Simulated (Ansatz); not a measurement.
**C₃H₈AlN: up Jacob's ladder to CCSD(T)**

One table from this session's results is given with a row withheld; the runs are named, their logs left out.

Method: functionals in def2-TZVPP, the program's frozen cores in correlated methods; program: Ansatz 0.2.0, Gaussian basis.

Plan: PBE-D4, r2SCAN-D4, PBE0-D4, B3LYP-D4, ωB97X-V, ωB97M-V, B2PLYP; CCSD(T)/def2-TZVPP; MP2/def2-QZVPP; extrapolation to the limit.

### The geometry

All runs share one geometry, relaxed beforehand with PBE0-D4 in a triple-zeta def2 set.

SMILES `C/C=C\[NH][AlH2]`, 13 atoms, charge 0, spin multiplicity 1.

Atoms are counted from 1 here; the program's logs count them from 0.

Bond lengths: C1–C2 1.496 Å, C1–H6 1.090 Å, C1–H7 1.097 Å, C1–H8 1.097 Å, C2–C3 1.336 Å, C2–H9 1.083 Å, C3–N4 1.386 Å, C3–H10 1.087 Å, N4–Al5 1.784 Å, N4–H11 1.011 Å, Al5–H12 1.580 Å, Al5–H13 1.581 Å. Angles: C2–C1–H6 111.3°, C2–C1–H7 112.1°, C2–C1–H8 112.1°, H6–C1–H7 107.0°, H6–C1–H8 107.0°, H7–C1–H8 107.0°, C1–C2–C3 123.8°, C1–C2–H9 118.6°, C3–C2–H9 117.6°, C2–C3–N4 125.7°, C2–C3–H10 119.8°, N4–C3–H10 114.5°, C3–N4–Al5 128.3°, C3–N4–H11 112.3°, Al5–N4–H11 119.4°, N4–Al5–H12 117.4°, N4–Al5–H13 116.5°, H12–Al5–H13 126.2°.

Set-up of the first run:

in.yaml

```yaml
crystal:
  periodic: [false, false, false]
  atoms:
    - {symbol: C, position_ang: [-1.865656, -0.598324, 0.687249]}
    - {symbol: C, position_ang: [-0.481030, -0.596354, 1.253208]}
    - {symbol: C, position_ang: [0.589947, -0.146199, 0.594165]}
    - {symbol: N, position_ang: [0.588917, 0.378795, -0.688674]}
    - {symbol: Al, position_ang: [1.971659, 0.997509, -1.631343]}
    - {symbol: H, position_ang: [-2.583746, -1.008259, 1.397727]}
    - {symbol: H, position_ang: [-1.938044, -1.202333, -0.225669]}
    - {symbol: H, position_ang: [-2.208963, 0.411786, 0.431675]}
    - {symbol: H, position_ang: [-0.328818, -0.980519, 2.254254]}
    - {symbol: H, position_ang: [1.567022, -0.175539, 1.068450]}
    - {symbol: H, position_ang: [-0.335747, 0.390830, -1.098421]}
    - {symbol: H, position_ang: [3.395038, 0.956526, -0.945831]}
    - {symbol: H, position_ang: [1.649921, 1.537379, -3.081788]}
basis:
  gaussian: {orbitals: def2-TZVPP}
hamiltonian: {xc: pbe, dispersion: d4}
output: {forces: true, orbitals: {seedname: orbitals}}
```

The run is started by

```
$ ansatz run in.yaml --threads 4 --pin off --events-out ev --progress --plain --max-ram 10444MiB
```

Steps of the session up to this table: PBE-D4 (GGA); r2SCAN-D4 (meta-GGA); PBE0-D4 (hybrid); B3LYP-D4 (hybrid); ωB97X-V (range-separated); ωB97M-V (range-separated); B2PLYP (double hybrid); CCSD(T) in def2-TZVPP; MP2 in def2-QZVPP.

One of the session's tables, all rows but one given; the rest of the session is left out.

```
            method  atomisation energy (kJ/mol)
            PBE-D4                       4939.8
         r2SCAN-D4                       4854.8
           PBE0-D4                       4862.6
          B3LYP-D4                       4865.3
           ωB97X-V                       4858.4
           ωB97M-V                       4862.3
            B2PLYP                       4806.5
     HF/def2-TZVPP                       3556.0
    MP2/def2-TZVPP                       4777.7
   CCSD/def2-TZVPP                            ?
CCSD(T)/def2-TZVPP                       4723.3
           MP2/CBS                       4898.2
       CCSD(T)/CBS                       4843.8
```

Estimate the missing values for CCSD/def2-TZVPP.

As computed: atomisation energy (kJ/mol): 4655.9. In the column «atomisation energy (kJ/mol)» it lies between HF/def2-TZVPP (3556.0) and CCSD(T)/def2-TZVPP (4723.3).

Limits of these values: Free atoms (3 C, 1 N, 1 Al, 8 H) were run apart at each level; the atomisation energy is their sum less the molecule, without zero-point or spin-orbit terms.
